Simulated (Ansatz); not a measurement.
## CH3BrSSi, SMILES S=C[SiH2]Br: a rigid scan of one bond length, step by step

Computed with Ansatz's Python interface.

Input file `ch3brssi.xyz`:
```text
7

S    -2.04510    1.26050    0.04230
C    -0.90530    0.33790   -0.62490
Si    0.49820   -0.18790    0.43280
Br    1.97430   -1.44280   -0.76930
H    -0.89900   -0.01990   -1.68410
H     0.09090   -0.98730    1.61020
H     1.34730    0.97150    0.94730
```

Run as a notebook:

**Cell 1**
```python
import ansatz
import numpy as np
```

**Cell 2**
```python
ch3brssi = ansatz.Crystal.molecule_from_extxyz("ch3brssi.xyz")
```

**Cell 3**
```python
symbols = [site.symbol for site in ch3brssi.cartesian_sites]
start = np.array([site.position_ang for site in ch3brssi.cartesian_sites])
axis = (start[0] - start[1]) / np.linalg.norm(start[0] - start[1])
moving = [0]
lengths, energies = [1.418, 1.482, 1.547, 1.611, 1.675, 1.74, 1.804, 1.901], []
for length in lengths:
    xyz = start.copy()
    xyz[moving] += (length - np.linalg.norm(start[0] - start[1])) * axis
    point = ansatz.Crystal.molecule()
    for symbol, place in zip(symbols, xyz):
        point = point.atom(symbol, place.tolist())
    setup = (
        point.calculation()
        .basis(gaussian="def2-SVP")  # atom-centred Gaussian functions
        .functional("hf")
        .accuracy("medium")  # preset for grids and thresholds
    )
    r = setup.run(threads=1).report
    energies.append(r["free_energy_ev"])
    print(f"r = {length:6.3f} A  E = {energies[-1]:.5f} eV  <S^2> = {abs(r['mean_field']['state']['spin_squared']):.3f}")
```
Output:
```text
r =  1.418 A  E = -89740.41534 eV  <S^2> = 0.000
r =  1.482 A  E = -89741.13775 eV  <S^2> = 0.000
r =  1.547 A  E = -89741.49297 eV  <S^2> = 0.000
r =  1.611 A  E = -89741.56988 eV  <S^2> = 0.000
r =  1.675 A  E = -89741.45090 eV  <S^2> = 0.000
r =  1.740 A  E = -89741.18740 eV  <S^2> = 0.000
r =  1.804 A  E = -89740.83073 eV  <S^2> = 0.000
r =  1.901 A  E = -89740.17757 eV  <S^2> = 0.000
```

**Cell 4**
```python
# quartic fit about the minimum
fit = np.polynomial.Polynomial.fit(lengths, np.array(energies) - min(energies), 4).convert()
roots = [r.real for r in fit.deriv().roots() if abs(r.imag) < 1e-9 and fit.deriv(2)(r.real) > 0]
r_e = min(roots, key=lambda r: abs(r - lengths[int(np.argmin(energies))]))
print(f"minimum of the fit at {r_e:.4f} A, force constant {fit.deriv(2)(r_e):.2f} eV/A^2")
```
Output:
```text
minimum of the fit at 1.6005 A, force constant 50.75 eV/A^2
```

These settings explore the input space; basis and method may be short of convergence. The rest of the molecule is held rigid at a force-field or estimated start geometry, and the basis set is modest; single-reference methods fail as a bond breaks. Hartree-Fock leaves correlation out, so bond, atomisation and ionisation energies come out well too low. The orbitals are restricted, so S² is zero by construction. Timing: 12 s on 1 thread of Arm Neoverse V2, with other jobs on the host, peak memory 0.25 GiB.
